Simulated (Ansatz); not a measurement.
**BH5OSn: shift of H6 from Sn3 to O2, part 1 of 3**

Aim: the minimum-energy path and barrier of the shift of H6 from Sn3 to O2. The ends are relaxed first, then joined by a nudged elastic band. SMILES of the start: B[O][SnH3].

All numbers below are computed with Ansatz 0.2.0 (RKS PBE0-D4/def2-SVPD).

### 1 The system as given

Bond lengths: B1–O2 1.319 Å, O2–Sn3 1.960 Å, B1–H4 1.177 Å, B1–H5 1.181 Å, Sn3–H6 1.660 Å, Sn3–H7 1.677 Å, Sn3–H8 1.661 Å. Angles: B1–O2–Sn3 141.9°, O2–B1–H4 116.5°, O2–B1–H5 123.0°, H4–B1–H5 120.5°, O2–Sn3–H6 101.5°, O2–Sn3–H7 112.0°, O2–Sn3–H8 101.6°, H6–Sn3–H7 113.6°, H6–Sn3–H8 113.3°, H7–Sn3–H8 113.5°.

Coordinates:

```xyz
8

B    -0.5532    0.7876   -1.4346
O    -0.6585    0.1405   -0.2906
Sn    0.4239   -0.6311    1.1494
H    -1.5614    1.0544   -1.9809
H     0.4846    1.0945   -1.9075
H    -0.1584    0.1843    2.4734
H     2.0657   -0.4063    0.8899
H    -0.0429   -2.2239    1.1009
```

### 2 Relaxing end A

input.yaml reads:

```yaml
crystal:
  periodic: [false, false, false]
  atoms:
    - { symbol: B, position_ang: [-0.55317, 0.78757, -1.43458] }
    - { symbol: O, position_ang: [-0.65846, 0.14049, -0.29061] }
    - { symbol: Sn, position_ang: [0.42395, -0.63109, 1.14941] }
    - { symbol: H, position_ang: [-1.56136, 1.05444, -1.98089] }
    - { symbol: H, position_ang: [0.48456, 1.09455, -1.90751] }
    - { symbol: H, position_ang: [-0.15838, 0.18426, 2.47344] }
    - { symbol: H, position_ang: [2.06574, -0.40632, 0.88986] }
    - { symbol: H, position_ang: [-0.04287, -2.22389, 1.10088] }
basis:
  gaussian: { orbitals: def2-SVPD }
hamiltonian:
  xc: pbe0
  dispersion: d4
relax:
  f_tol: 0.02
  max_steps: 50
```

Started as:

```
> ansatz run input.yaml --threads 2 --pin off --max-ram 3072MiB --backend cpu --events-out ev --progress --plain --runs-dir out
```

The log of the run:

```text
Warning: RAYON_NUM_THREADS=2 ignored (pool sized by the plan → 2); use --threads N
The last accepted step is kept in <dir> (removed where the run ends without a failure and the disk answers)
Engine: ansatz 0.2.0, aarch64-unknown-linux-gnu
Functional definition: PBE0
  parameter a = 0.25
  parameter kappa = 0.804
  parameter beta = 0.06672455060314922
  exchange = (1 - a)*pbe_x(kappa = kappa, mu = beta*pi^2/3) + a*exact_x
  correlation = pbe_c(beta = beta)
1328 factors; integrals over basis functions are off by at most 2.6e-4 eV
mean field evaluation 1: about -8626.2584 eV, gradient 5.1e1 eV
mean field evaluation 2: about -8608.7724 eV, gradient 1.1e2 eV
mean field evaluation 4: about -8631.1140 eV, gradient 3.3e0 eV
mean field evaluation 8: about -8631.1627 eV, gradient 4.4e-2 eV
mean field -8631.16267403 eV, -317.1893778584 hartree, gradient 1.1e-5 eV, S^2 0.000000; 0 other end points of the search recorded, 0 dependent functions left out
the calculation of the forces begins
reference -8631.16270672 eV, -317.1893790599 hartree; 20, 20 occupied and 95, 95 virtual orbitals, 1328 factors
relax step   1: F+E_penalty+E_count = -8631.26986676 eV  Δ(F+E_penalty+E_count) = +0.000e0 eV  max|allowed force component| = 8.463e-1 eV/Å  Δτ_max = 0.0000 Å  (25 SCF iters, accepted)
these checks for a lower state are left out or cut short: starts, cluster_reference, orbital_swaps, neighbouring_geometries, increment
1328 factors; integrals over basis functions are off by at most 2.6e-4 eV
mean field evaluation 16: about -8631.1896 eV, gradient 8.0e0 eV
mean field -8631.27509841 eV, -317.1935093782 hartree, gradient 8.6e-6 eV, S^2 0.000000; 0 other end points of the search recorded, 0 dependent functions left out
the calculation of the forces begins
reference -8631.27513129 eV, -317.1935105865 hartree; 20, 20 occupied and 95, 95 virtual orbitals, 1328 factors
relax step   2: F+E_penalty+E_count = -8631.38104490 eV  Δ(F+E_penalty+E_count) = -1.112e-1 eV  max|allowed force component| = 2.891e-1 eV/Å  Δτ_max = 0.1086 Å  (27 SCF iters, accepted)
these checks for a lower state are left out or cut short: starts, cluster_reference, orbital_swaps, neighbouring_geometries, increment
1328 factors; integrals over basis functions are off by at most 2.6e-4 eV
mean field -8631.30073552 eV, -317.1944515247 hartree, gradient 6.3e-6 eV, S^2 0.000000; 0 other end points of the search recorded, 0 dependent functions left out
the calculation of the forces begins
reference -8631.30076807 eV, -317.1944527209 hartree; 20, 20 occupied and 95, 95 virtual orbitals, 1328 factors
relax step   3: F+E_penalty+E_count = -8631.40715733 eV  Δ(F+E_penalty+E_count) = -2.611e-2 eV  max|allowed force component| = 2.057e-1 eV/Å  Δτ_max = 0.0526 Å  (29 SCF iters, accepted)
these checks for a lower state are left out or cut short: starts, cluster_reference, orbital_swaps, neighbouring_geometries, increment
1328 factors; integrals over basis functions are off by at most 2.7e-4 eV
mean field evaluation 32: about -8631.3262 eV, gradient 2.3e-1 eV
mean field -8631.32658405 eV, -317.1954014407 hartree, gradient 1.7e-5 eV, S^2 0.000000; 0 other end points of the search recorded, 0 dependent functions left out
the calculation of the forces begins
reference -8631.32661633 eV, -317.1954026269 hartree; 20, 20 occupied and 95, 95 virtual orbitals, 1328 factors
relax step   4: F+E_penalty+E_count = -8631.43423501 eV  Δ(F+E_penalty+E_count) = -2.708e-2 eV  max|allowed force component| = 4.137e-1 eV/Å  Δτ_max = 0.1624 Å  (28 SCF iters, accepted)
these checks for a lower state are left out or cut short: starts, cluster_reference, orbital_swaps, neighbouring_geometries, increment
1328 factors; integrals over basis functions are off by at most 2.5e-4 eV
mean field -8631.32828143 eV, -317.1954638180 hartree, gradient 7.3e-6 eV, S^2 0.000000; 0 other end points of the search recorded, 0 dependent functions left out
the calculation of the forces begins
reference -8631.32831365 eV, -317.1954650021 hartree; 20, 20 occupied and 95, 95 virtual orbitals, 1328 factors
relax step   5: F+E_penalty+E_count = -8631.43676592 eV  Δ(F+E_penalty+E_count) = -2.531e-3 eV  max|allowed force component| = 5.693e-1 eV/Å  Δτ_max = 0.0877 Å  (28 SCF iters, accepted)
these checks for a lower state are left out or cut short: starts, cluster_reference, orbital_swaps, neighbouring_geometries, increment
1328 factors; integrals over basis functions are off by at most 2.6e-4 eV
mean field -8631.33357423 eV, -317.1956583248 hartree, gradient 6.4e-6 eV, S^2 0.000000; 0 other end points of the search recorded, 0 dependent functions left out
the calculation of the forces begins
reference -8631.33360643 eV, -317.1956595082 hartree; 20, 20 occupied and 95, 95 virtual orbitals, 1328 factors
relax step   6: F+E_penalty+E_count = -8631.44189247 eV  Δ(F+E_penalty+E_count) = -5.127e-3 eV  max|allowed force component| = 2.650e-2 eV/Å  Δτ_max = 0.0150 Å  (30 SCF iters, accepted)
these checks for a lower state are left out or cut short: starts, cluster_reference, orbital_swaps, neighbouring_geometries, increment
1328 factors; integrals over basis functions are off by at most 2.6e-4 eV
mean field -8631.33359713 eV, -317.1956591665 hartree, gradient 1.3e-5 eV, S^2 0.000000; 0 other end points of the search recorded, 0 dependent functions left out
the calculation of the forces begins
reference -8631.33362933 eV, -317.1956603498 hartree; 20, 20 occupied and 95, 95 virtual orbitals, 1328 factors
relax step   7: F+E_penalty+E_count = -8631.44192431 eV  Δ(F+E_penalty+E_count) = -3.184e-5 eV  max|allowed force component| = 2.831e-2 eV/Å  Δτ_max = 0.0121 Å  (22 SCF iters, accepted)
these checks for a lower state are left out or cut short: starts, cluster_reference, orbital_swaps, neighbouring_geometries, increment
1328 factors; integrals over basis functions are off by at most 2.6e-4 eV
mean field -8631.33343550 eV, -317.1956532266 hartree, gradient 7.4e-6 eV, S^2 0.000000; 0 other end points of the search recorded, 0 dependent functions left out
the calculation of the forces begins
reference -8631.33346769 eV, -317.1956544096 hartree; 20, 20 occupied and 95, 95 virtual orbitals, 1328 factors
relax step   8: F+E_penalty+E_count = -8631.44173272 eV  Δ(F+E_penalty+E_count) = +1.916e-4 eV  max|allowed force component| = 7.700e-2 eV/Å  Δτ_max = 0.0066 Å  (29 SCF iters, rejected (line search))
these checks for a lower state are left out or cut short: starts, cluster_reference, orbital_swaps, neighbouring_geometries, increment
1328 factors; integrals over basis functions are off by at most 2.6e-4 eV
mean field evaluation 64: about -8631.3104 eV, gradient 2.2e-1 eV
mean field -8631.33372207 eV, -317.1956637581 hartree, gradient 2.2e-5 eV, S^2 0.000000; 0 other end points of the search recorded, 0 dependent functions left out
the calculation of the forces begins
reference -8631.33375427 eV, -317.1956649412 hartree; 20, 20 occupied and 95, 95 virtual orbitals, 1328 factors
relax step   9: F+E_penalty+E_count = -8631.44204629 eV  Δ(F+E_penalty+E_count) = -1.220e-4 eV  max|allowed force component| = 1.157e-2 eV/Å  Δτ_max = 0.0032 Å  (22 SCF iters, accepted)
1328 factors; integrals over basis functions are off by at most 2.6e-4 eV
mean field -8631.33372207 eV, -317.1956637581 hartree, gradient 2.2e-5 eV, S^2 0.000000; 1 other end points of the search recorded, 0 dependent functions left out
the calculation of the forces begins
reference -8631.33375427 eV, -317.1956649412 hartree; 20, 20 occupied and 95, 95 virtual orbitals, 1328 factors
Total energy: -8631.44207848 eV, -317.1996457827 hartree
Atom 0 at    -0.550343     0.758306    -1.385797 Å, force    -0.001858     0.011569     0.004845 eV/Å
Atom 1 at    -0.899030     0.123151    -0.261534 Å, force     0.003864    -0.005493    -0.004882 eV/Å
Atom 2 at     0.367597    -0.619691     1.128663 Å, force    -0.000457    -0.000398     0.000156 eV/Å
Atom 3 at    -1.431525     1.140516    -2.128058 Å, force    -0.002990    -0.001135    -0.001317 eV/Å
Atom 4 at     0.620250     0.956430    -1.667097 Å, force     0.001109    -0.007454     0.002709 eV/Å
Atom 5 at    -0.081945     0.170474     2.571086 Å, force    -0.000374     0.000876    -0.001249 eV/Å
Atom 6 at     1.941912    -0.237571     0.591800 Å, force     0.000718     0.000721    -0.000225 eV/Å
Atom 7 at     0.033093    -2.291605     1.150936 Å, force    -0.000013     0.001314    -0.000036 eV/Å
Dipole moment:     0.337993    -0.237953     0.442965 e Å
```

Run time: 32 s. Hardware: 2 threads of Arm Neoverse V1, shared host; peak memory 0.26 GiB.

Relaxation path:

```tsv
step	energy from step 1 (eV)	largest force component (eV/Å)
1	0.0000	0.8463
2	-0.1112	0.2891
3	-0.1373	0.2057
4	-0.1644	0.4137
5	-0.1669	0.5693
6	-0.1720	0.0265
7	-0.1721	0.0283
8x	-0.1719	0.0770
9	-0.1722	0.0116
```

Step 1 is the start. 1 step was tried and not accepted (marked x).

After: Bond lengths: B1–O2 1.338 Å, O2–Sn3 2.022 Å, B1–H4 1.214 Å, B1–H5 1.220 Å, Sn3–H6 1.705 Å, Sn3–H7 1.707 Å, Sn3–H8 1.705 Å. Angles: B1–O2–Sn3 126.1°, O2–B1–H4 118.3°, O2–B1–H5 121.4°, H4–B1–H5 120.3°, O2–Sn3–H6 104.3°, O2–Sn3–H7 106.2°, O2–Sn3–H8 104.3°, H6–Sn3–H7 113.9°, H6–Sn3–H8 113.1°, H7–Sn3–H8 113.9°.

### 3 End point B

The second end starts from a geometry with the move made by hand.

input.yaml: that of step 2 with these lines changed.

```diff
@@ -8,3 +8,3 @@
     - { symbol: H, position_ang: [0.48456, 1.09455, -1.90751] }
-    - { symbol: H, position_ang: [-0.15838, 0.18426, 2.47344] }
+    - { symbol: H, position_ang: [-1.42878, 0.01708, 0.31888] }
     - { symbol: H, position_ang: [2.06574, -0.40632, 0.88986] }
@@ -19 +19,3 @@
   max_steps: 50
+output:
+  orbitals: {}
```

Started as:

```
> ansatz run input.yaml --threads 2 --pin off --max-ram 3072MiB --backend cpu --events-out ev --progress --plain --runs-dir out
```

The log of the run (excerpt; [...] marks lines left out):

```text
Warning: RAYON_NUM_THREADS=2 ignored (pool sized by the plan → 2); use --threads N
[...]
[... 1 set-up line as earlier in the session ...]
[...]
1329 factors; integrals over basis functions are off by at most 3.2e-4 eV
[...]
mean field -8628.66235678 eV, -317.0974928943 hartree, gradient 6.1e-5 eV, S^2 0.000000; 0 other end points of the search recorded, 0 dependent functions left out
[...]
reference -8628.66238911 eV, -317.0974940823 hartree; 20, 20 occupied and 95, 95 virtual orbitals, 1329 factors
[...]
Atom 3 at    -1.466703     1.031609    -2.131715 Å, force     0.003497     0.002039     0.004820 eV/Å
Atom 4 at     0.602142     0.978535    -1.634063 Å, force    -0.002087     0.000574     0.003988 eV/Å
Atom 5 at    -1.771683     0.096135     0.006259 Å, force     0.003114    -0.004086     0.000737 eV/Å
Atom 6 at     1.934477    -0.480442     0.448930 Å, force    -0.000746     0.000963    -0.001239 eV/Å
Atom 7 at     0.169218    -2.206672     1.032643 Å, force    -0.001072    -0.002247     0.003618 eV/Å
Dipole moment:    -0.533383     0.235774    -0.215127 e Å
```

Run time: 39 s. Hardware: 2 threads of Arm Neoverse V1, shared host; peak memory 0.26 GiB.

Relaxation path:

```tsv
step	energy from step 1 (eV)	largest force component (eV/Å)
1	0.0000	6.5769
2	-1.2818	3.3514
3	-1.9122	1.1002
4	-2.1439	0.8254
5	-2.2272	0.2989
6	-2.2450	0.1503
7x	-2.2433	0.3153
8	-2.2501	0.1098
9	-2.2520	0.0349
10x	-2.2516	0.0704
11	-2.2522	0.0098
```

Step 1 is the start. 2 steps were tried and not accepted (marked x).

After: Bond lengths: B1–O2 1.363 Å, B1–H4 1.206 Å, B1–H5 1.199 Å, O2–H6 0.963 Å, Sn3–H7 1.779 Å, Sn3–H8 1.785 Å. Angles: B1–O2–H6 114.9°, O2–B1–H4 118.6°, O2–B1–H5 116.8°, H4–B1–H5 124.6°, H7–Sn3–H8 90.8°.

Pairs that crossed the distance rule for bonds on the way: moved apart O2–Sn3.

### 4 The band

crystal.atoms is end A as relaxed above, and neb.final_atoms is end B, turned to lie on A. With 5 inner images the band has 7 in all. The start path is listed, through a guess of the saddle.

input.yaml reads:

```yaml
crystal:
  periodic: [false, false, false]
  atoms:
    - { symbol: B, position_ang: [-0.550343, 0.758306, -1.385797] }
    - { symbol: O, position_ang: [-0.89903, 0.123151, -0.261534] }
    - { symbol: Sn, position_ang: [0.367597, -0.619691, 1.128663] }
    - { symbol: H, position_ang: [-1.431525, 1.140516, -2.128058] }
    - { symbol: H, position_ang: [0.62025, 0.95643, -1.667097] }
    - { symbol: H, position_ang: [-0.081945, 0.170474, 2.571086] }
    - { symbol: H, position_ang: [1.941912, -0.237571, 0.5918] }
    - { symbol: H, position_ang: [0.033093, -2.291605, 1.150936] }
basis:
  gaussian: { orbitals: def2-SVPD }
hamiltonian:
  xc: pbe0
  dispersion: d4
neb:
  order_check: false
  images: 5
  f_tol: 0.05
  max_iterations: 60
  final_atoms:
    - { symbol: B, position_ang: [-0.53822144, 0.83699415, -1.02731223] }
    - { symbol: O, position_ang: [-0.5762222, 0.37746503, 0.25482166] }
    - { symbol: Sn, position_ang: [1.18205679, -0.68334818, 1.70845278] }
    - { symbol: H, position_ang: [-1.56212033, 1.22295278, -1.53331736] }
    - { symbol: H, position_ang: [0.52960118, 0.83073829, -1.57156528] }
    - { symbol: H, position_ang: [-1.44681453, 0.39282363, 0.66592055] }
    - { symbol: H, position_ang: [2.10782099, -0.79274783, 0.19368409] }
    - { symbol: H, position_ang: [0.30390854, -2.18486787, 1.3093148] }
  initial_path:
    images:
      - { positions_ang: [[-0.550343, 0.758306, -1.385797], [-0.89903, 0.123151, -0.261534], [0.367597, -0.619691, 1.128663], [-1.431525, 1.140516, -2.128058], [0.62025, 0.95643, -1.667097], [-0.081945, 0.170474, 2.571086], [1.941912, -0.237571, 0.5918], [0.033093, -2.291605, 1.150936]] }
      - { positions_ang: [[-0.5503957, 0.77400189, -1.3316095], [-0.79767614, 0.14556934, -0.19361678], [0.43181148, -0.61653265, 1.1884103], [-1.48258932, 1.13282495, -1.98249222], [0.56658052, 0.98504512, -1.7074363], [-0.21383722, 0.15177948, 2.11555584], [2.02272831, -0.32012601, 0.69717876], [0.02338707, -2.25255213, 1.2140089]] }
      - { positions_ang: [[-0.5504484, 0.78969779, -1.277422], [-0.69632228, 0.16798768, -0.12569957], [0.49602597, -0.6133743, 1.24815759], [-1.53365364, 1.12513389, -1.83692643], [0.51291104, 1.01366024, -1.7477756], [-0.34572944, 0.13308497, 1.66002568], [2.10354461, -0.40268101, 0.80255753], [0.01368113, -2.21349925, 1.27708179]] }
      - { positions_ang: [[-0.5505011, 0.80539368, -1.22323449], [-0.59496842, 0.19040602, -0.05778235], [0.56024045, -0.61021595, 1.30790489], [-1.58471796, 1.11744284, -1.69136065], [0.45924157, 1.04227536, -1.7881149], [-0.47762166, 0.11439045, 1.20449552], [2.18436092, -0.48523602, 0.90793629], [0.0039752, -2.17444638, 1.34015469]] }
      - { positions_ang: [[-0.54640788, 0.81592717, -1.15792707], [-0.58871968, 0.25275902, 0.04641899], [0.76751257, -0.63459336, 1.44142085], [-1.57718542, 1.15261282, -1.63867955], [0.48269477, 0.971763, -1.7159317], [-0.80068595, 0.20720151, 1.02497053], [2.15884761, -0.58773996, 0.66985223], [0.10395298, -2.17792021, 1.32987472]] }
      - { positions_ang: [[-0.54231466, 0.82646066, -1.09261965], [-0.58247094, 0.31511202, 0.15062032], [0.97478468, -0.65897077, 1.57493682], [-1.56965287, 1.1877828, -1.58599846], [0.50614798, 0.90125064, -1.64374849], [-1.12375024, 0.30001257, 0.84544554], [2.1333343, -0.69024389, 0.43176816], [0.20393076, -2.18139404, 1.31959476]] }
      - { positions_ang: [[-0.53822144, 0.83699415, -1.02731223], [-0.5762222, 0.37746503, 0.25482166], [1.18205679, -0.68334818, 1.70845278], [-1.56212033, 1.22295278, -1.53331736], [0.52960118, 0.83073829, -1.57156528], [-1.44681453, 0.39282363, 0.66592055], [2.10782099, -0.79274783, 0.19368409], [0.30390854, -2.18486787, 1.3093148]] }
```

Started as:

```
> ansatz run input.yaml --threads 2 --pin off --max-ram 3072MiB --backend cpu --events-out ev --progress --plain --runs-dir out
```

The log of the run (excerpt; [...] marks lines left out):

```text
Warning: RAYON_NUM_THREADS=2 ignored (pool sized by the plan → 2); use --threads N
[...]
[... 1 set-up line as earlier in the session ...]
[...]
1329 factors; integrals over basis functions are off by at most 2.5e-4 eV
[...]
mean field -8631.33372216 eV, -317.1956637612 hartree, gradient 1.3e-5 eV, S^2 0.000000; 0 other end points of the search recorded, 0 dependent functions left out
[...]
reference -8631.33375435 eV, -317.1956649443 hartree; 20, 20 occupied and 95, 95 virtual orbitals, 1329 factors
[...]
Atom 4 at     0.016880     0.419264    -2.287523 Å, force    -0.006826    -0.005389     0.004704 eV/Å
Atom 5 at    -0.776813     0.415282     1.246895 Å, force    -0.001144    -0.003484     0.003499 eV/Å
Atom 6 at     2.222015    -0.452180     1.571810 Å, force    -0.000617    -0.002683     0.001001 eV/Å
Atom 7 at     0.481274    -2.444446     0.919896 Å, force     0.003184     0.001478    -0.003375 eV/Å
Dipole moment:     0.112285    -0.231570     0.424900 e Å
this run last wrote the band of iteration 21 to <dir>; this run last wrote the band within `neb.f_tol` of iteration 20 to <dir>
```

Wall time 5.3 min (2 threads of Arm Neoverse V1, shared host); peak memory 0.28 GiB.

### 5 What the band shows

The 5 inner images lie between the fixed ends 0 and 6. Energy is taken from image 0, and the path length is the program's own coordinate along the band.

```tsv
image	path (Å)	energy (eV)	H6–Sn3 (Å)	H6–O2 (Å)	band force (eV/Å)
0	0.000	0.0000	1.71	2.95	-
1	1.567	0.1126	1.71	3.08	0.036
2	3.124	0.1316	1.69	2.69	0.036
3*	4.683	2.1407	1.81	1.44	0.016
4	5.733	0.4695	2.79	0.96	0.027
5	6.783	0.4093	3.03	0.96	0.022
6	7.832	0.4157	3.03	0.96	-
```

The star marks the climbing image.

image, energy (eV) and a bar:
```
        0      0.000 
        1      0.113 ##
        2      0.132 ##
        3      2.141 ##############################
        4      0.470 #######
        5      0.409 ######
        6      0.416 ######
```

The top of the band by iteration:

```tsv
iteration	highest image above image 0 (eV)	largest band force (eV/Å)
1	5.9915	15.692
3	2.4449	1.752
5	2.2553	0.705
7	2.1867	0.390
9	2.1516	0.201
11	2.1584	0.591
13	2.1423	0.183
15	2.1420	0.179
17	2.1418	0.121
19	2.1414	0.166
21	2.1407	0.036
```

Positions of all images (Å):

```xyz
8
image=0 dE=0.0000
B    -0.550    0.758   -1.386
O    -0.899    0.123   -0.262
Sn    0.368   -0.620    1.129
H    -1.432    1.141   -2.128
H     0.620    0.956   -1.667
H    -0.082    0.170    2.571
H     1.942   -0.238    0.592
H     0.033   -2.292    1.151
8
image=1 dE=0.1126
B    -0.534    0.680   -1.280
O    -0.916    0.716    0.006
Sn    0.327   -0.477    1.104
H    -1.132    1.283   -2.142
H     0.450    0.013   -1.587
H    -0.048   -0.349    2.766
H     1.850    0.155    0.676
H     0.004   -2.021    0.457
8
image=2 dE=0.1316
B    -0.549    0.797   -1.469
O    -0.540    0.450   -0.184
Sn    0.430   -0.644    1.193
H    -1.410    1.583   -1.816
H     0.260    0.373   -2.274
H    -0.490   -0.017    2.466
H     2.090   -0.240    1.236
H     0.210   -2.303    0.847
8
image=3 dE=2.1407
B    -0.626    0.834   -1.343
O    -0.291    0.446   -0.107
Sn    0.530   -0.814    1.504
H    -1.556    1.596   -1.505
H     0.017    0.419   -2.288
H    -0.777    0.415    1.247
H     2.222   -0.452    1.572
H     0.481   -2.444    0.920
8
image=4 dE=0.4695
B    -0.646    0.772   -1.185
O    -0.458    0.429    0.121
Sn    0.704   -1.014    1.839
H    -1.521    1.559   -1.451
H     0.072    0.271   -2.006
H    -1.063    0.850    0.743
H     2.280   -0.481    1.221
H     0.631   -2.387    0.718
8
image=5 dE=0.4093
B    -0.559    0.708   -1.031
O    -0.603    0.438    0.306
Sn    0.976   -0.856    1.763
H    -1.465    1.335   -1.522
H     0.394    0.298   -1.630
H    -1.375    0.778    0.770
H     2.182   -0.430    0.527
H     0.450   -2.270    0.816
8
image=6 dE=0.4157
B    -0.538    0.837   -1.027
O    -0.576    0.377    0.255
Sn    1.182   -0.683    1.708
H    -1.562    1.223   -1.533
H     0.530    0.831   -1.572
H    -1.447    0.393    0.666
H     2.108   -0.793    0.194
H     0.304   -2.185    1.309
```

(Continued in part 2 of 3.)
